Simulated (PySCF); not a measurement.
# CH7S2Si (H2Si ... H2S ... CH3S): the cost of one run

Programs: PySCF 2.14.0, with routines of our own; each step states its level. All values are computed. Atoms count from 0.

### 1 The starting structure

11 atoms, charge 0, high-spin multiplicity 4; geometry from: GFN2-xTB fragments, placed rigidly.

The system (radical pair across a spacer): H2Si···H2S···CH3S. The radical centres are 6.81 Å apart, face to face; the spin sites are atoms 0, 1, 2 (2 unpaired) and atoms 3, 4, 5, 6, 7 (1 unpaired).

### 2 Magnetic exchange: CASSCF and SC-NEVPT2/def2-SVP (3,3)

Job settings and geometry (Å):

```
{"job": {"kind": "cas", "basis": "def2-SVP", "active": "magnetic", "zfs": false}, "charge": 0, "high_spin_multiplicity": 4, "spin_sites": [[[0, 1, 2], 2], [[3, 4, 5, 6, 7], 1]]}
Si    -0.747900     0.124400    -4.035800
H      0.522900    -0.559700    -4.035800
H     -2.018600    -0.559700    -4.035800
S     -0.747900     0.124400     2.778000
C      1.044400     0.124400     2.778100
H      1.396800    -0.622700     3.484800
H      1.396900     1.110000     3.071600
H      1.397000    -0.114200     1.777900
S     -0.747900    -0.488000    -0.594200
H     -0.747900     0.430500    -1.551900
H     -0.747900     0.430600     0.362900
```

Level: CASSCF and SC-NEVPT2/def2-SVP spin states, gas phase.

Run with:

```
OMP_NUM_THREADS=1 python exch_run.py task.json out
```

One launch serves the whole session: the jobs run in the order shown.

**Question.** How long does this first job take on 1 thread of Arm Neoverse V1, shared host, and how much memory does it need?

About 4.7 s, with a peak of 0.27 GiB.
